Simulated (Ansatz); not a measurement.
Predict the output of the script below (Ansatz 0.2.0 through its Python package).

The script, `alrh.py`:
```python
# -*- coding: utf-8 -*-
'''Energy against volume for AlRh, with a fit.'''

import ansatz
import numpy as np

SMEARING = 'Fermi-Dirac'
SIGMA = 0.05
ECUT = 500
MESH = (10, 10, 10)

VECTORS = np.array([
    [2.97732, 0.0, 0.0],
    [0.0, 2.97732, 0.0],
    [0.0, 0.0, 2.97732],
])
SITES = [
    ('Al', [0.0, 0.0, 0.0]),
    ('Rh', [0.5, 0.5, 0.5]),
]


def build(cell):
    crystal = ansatz.Crystal(lattice=ansatz.Lattice.of(cell))
    for symbol, position in SITES:
        crystal = crystal.atom(symbol, position)
    return crystal

# uniform scaling of the cell
volumes, energies, pressures = [], [], []
for scale in np.linspace(0.9, 1.1, 9):
    cell = VECTORS * scale ** (1 / 3)
    job = (
        build(cell).calculation()
        .functional(ansatz.Functional.PBESOL)
        .occupations(SMEARING, width=SIGMA)
        .basis(ECUT)
        .kpoints(*MESH)
        .stress()
    )
    report = job.run().report
    volumes.append(abs(np.linalg.det(cell)) / len(SITES))
    energies.append(report['free_energy_ev'] / len(SITES))
    pressures.append(np.trace(report['stress_gpa']) / 3)
    print(f'V = {volumes[-1]:8.4f} A^3/atom  F = {energies[-1]:.5f} eV/atom  P = {pressures[-1]:8.3f} GPa')

# third-order Birch-Murnaghan: a cubic in V^(-2/3)
x = np.array(volumes) ** (-2 / 3)
poly = np.polynomial.Polynomial.fit(x, energies, 3).convert()
roots = poly.deriv().roots()
x0 = min((r.real for r in roots if abs(r.imag) < 1e-9 and poly.deriv(2)(r.real) > 0), key=lambda r: abs(r - x.mean()))
v0 = x0 ** -1.5
b0 = 4 / 9 * poly.deriv(2)(x0) * v0 ** (-7 / 3) * 160.21766
b1 = 4 + 2 / 3 * x0 * poly.deriv(3)(x0) / poly.deriv(2)(x0)
print(f'V0 = {v0:.4f} A^3/atom, B0 = {b0:.1f} GPa, dB/dP = {b1:.2f}')
```

```console
$ python alrh.py
V =  11.8765 A^3/atom  F = -3432.64361 eV/atom  P =   26.526 GPa
V =  12.2064 A^3/atom  F = -3432.68935 eV/atom  P =   18.095 GPa
V =  12.5363 A^3/atom  F = -3432.71889 eV/atom  P =   10.763 GPa
V =  12.8662 A^3/atom  F = -3432.73433 eV/atom  P =    4.383 GPa
V =  13.1961 A^3/atom  F = -3432.73750 eV/atom  P =   -1.171 GPa
V =  13.5260 A^3/atom  F = -3432.73000 eV/atom  P =   -6.004 GPa
V =  13.8559 A^3/atom  F = -3432.71321 eV/atom  P =  -10.208 GPa
V =  14.1858 A^3/atom  F = -3432.68834 eV/atom  P =  -13.861 GPa
V =  14.5157 A^3/atom  F = -3432.65646 eV/atom  P =  -17.032 GPa
V0 = 13.1227 A^3/atom, B0 = 212.2 GPa, dB/dP = 4.52
```

A third-order Birch-Murnaghan fit through the 9 points has its minimum at 13.12 Å³ an atom, 0.6 % below the typed cell, with a bulk modulus of 212 GPa and dB/dP = 4.5. From that minimum the energy rises by 94.1 meV an atom on the compressed side and 81.3 meV on the expanded side.

Total energies depend on the potentials; only differences at equal settings carry meaning. No spin polarisation was allowed. The mesh is modest for a metal, so energies can be off by several to tens of meV an atom and pressures by half a GPa or more; differences at equal mesh fare better. Pressure is positive in compression. This cell is a computed structure, which may not be the phase found in nature. Run time: 10 s on 1 thread of Intel(R) Xeon(R) Processor @ 2.30GHz (shared host), peak memory 0.5 GiB.
